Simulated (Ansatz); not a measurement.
# Na2Sr2Te3: the cost of one run

Computed with Ansatz 0.2.0 (DFT PBE, scalar-relativistic, plane waves, PAW, unless a step's input says otherwise).

## Step 1: Starting point

Symmetry: P6/mmm, No. 191, hexagonal system. The conventional cell has a = 4.555 Å, b = 4.555 Å, c = 6.915 Å, α = 90.00°, β = 90.00°, γ = 120.00°. Na (site symmetry -6m2) has 3 Na at 2.63 Å and 9 Te at 2.63 to 3.03 Å in its first shell of neighbours. Around Sr (site symmetry -6m2) lie 3 Sr at 2.63 Å. Te (site symmetry 6/mmm) has 2 Te at 1.50 Å in its first shell of neighbours. Te (site symmetry 6mm) has 1 Te at 1.50 Å in its first shell of neighbours.

As a file:

```cif
data_structure
_symmetry_space_group_name_H-M 'P 1'
_symmetry_Int_Tables_number 1
_cell_length_a 4.5548
_cell_length_b 4.5548
_cell_length_c 6.9145
_cell_angle_alpha 90.000
_cell_angle_beta 90.000
_cell_angle_gamma 120.000
_cell_volume 124.23
loop_
_atom_site_label
_atom_site_type_symbol
_atom_site_fract_x
_atom_site_fract_y
_atom_site_fract_z
_atom_site_occupancy
Na1 Na 0.33333 0.66667 0.50000 1
Na2 Na 0.66667 0.33333 0.50000 1
Sr1 Sr 0.33333 0.66667 0.00000 1
Sr2 Sr 0.66667 0.33333 0.00000 1
Te1 Te 0.00000 0.00000 0.50000 1
Te2 Te 0.00000 0.00000 0.28357 1
Te3 Te 0.00000 0.00000 0.71643 1
```

A structure generator made this guess: random cell by space group and Wyckoff sites (P6/mmm, No. 191). The dimensions are guesses.

## Step 2: The guess as it stands, on a coarse mesh

Input file input.yaml:

```yaml
crystal:
  lattice:
    - [4.55475638, 0.0, 0.0]
    - [-2.27737819, 3.94453473, 0.0]
    - [0.0, 0.0, 6.91453809]
  atoms:
    - { symbol: Na, position: [0.33333333, 0.66666667, 0.5] }
    - { symbol: Na, position: [0.66666667, 0.33333333, 0.5] }
    - { symbol: Sr, position: [0.33333333, 0.66666667, 0.0] }
    - { symbol: Sr, position: [0.66666667, 0.33333333, 0.0] }
    - { symbol: Te, position: [0.0, 0.0, 0.5] }
    - { symbol: Te, position: [0.0, 0.0, 0.28356581] }
    - { symbol: Te, position: [0.0, 0.0, 0.71643419] }
basis:
  ecutwfc: 420
kpoints:
  mp_grid: { grid: [6, 6, 4] }
hamiltonian:
  xc: pbe
scf:
  occupations: { method: gaussian, width: 0.1 }
  lower_state_search: "off"
output:
  forces: true
  stress: true
  eigenvalues: true
```

Launch:

```sh
$ ansatz run input.yaml --threads 1 --pin off --max-ram 2560MiB --backend cpu --events-out ev --progress --plain --runs-dir out
```

Q: Estimate wall time and peak memory on 1 thread of AMD EPYC 9R45 (Zen 5), shared host.

About 3 s, with a peak of 0.48 GiB.
